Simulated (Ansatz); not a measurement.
The system is CuPb2S2Cl2.

```
Pb Cu Cl S
1.0
    -2.25003    2.25003    8.10097
     2.25003   -2.25003    8.10097
     2.25003    2.25003   -8.10097
Pb Cu Cl S
2 1 2 2
Direct
  0.66336 0.66336 0.00000
  0.33665 0.33665 0.00000
  0.00000 0.00000 0.00000
  0.00000 0.50000 0.50000
  0.50000 0.00000 0.50000
  0.83138 0.83138 0.00000
  0.16862 0.16862 0.00000
```

The cell comes from a database or a generator and needn't be the stable form of this composition.

* Program: Ansatz 0.2.0
* Task: single point
* Functional: PBE
* Potentials or basis: Ansatz PAW
* Cutoff: 420 eV (not typed: the program's choice for these potentials)
* k mesh: 8 × 8 × 8
* Occupations: fermi-dirac, width 0.05 eV
* Spin: no spin polarisation

On this cell: pressure 0.7 GPa; largest force 0.064 eV/Å; band gap on the k mesh none (metal or under the smearing width).

The same run follows on a disturbed copy (atoms moved at random, drawn with an rms of 0.05 Å):

```
Pb Cu Cl S
1.0
    -2.25003    2.25003    8.10097
     2.25003   -2.25003    8.10097
     2.25003    2.25003   -8.10097
Pb Cu Cl S
2 1 2 2
Direct
  0.66426 0.67412 0.00921
  0.33232 0.32934 0.98677
  0.01011 0.00453 0.00872
  0.98741 0.49774 0.49165
  0.49672 0.00008 0.49764
  0.83278 0.83034 0.00321
  0.16552 0.16969 0.99819
```

What changes?

The energy (extrapolated to zero smearing) moves by +1.3 meV/atom; pressure 0.8 GPa; largest force 0.466 eV/Å; band gap on the k mesh none (metal or under the smearing width).

Forces in eV/Å, atoms in the order of the input:
```
Pb   0.019  0.012 -0.126
Pb  -0.019 -0.030  0.029
Cu  -0.026 -0.459  0.073
Cl   0.020  0.059 -0.010
Cl   0.005  0.400 -0.027
S    0.043  0.009  0.033
S   -0.042  0.009  0.028
```

Stress tensor (GPa, compression positive):
```
 0.64  0.01  0.03
 0.01  0.80 -0.02
 0.03 -0.02  1.09
```

Caveats: an odd number of electrons without spin polarisation forces a metal; a magnetic or distorted state may lie lower; the run has no spin polarisation, though such a crystal can be magnetic; semilocal functionals often make such compounds metallic where correlation or magnetic order opens a gap, which also shifts bond lengths.
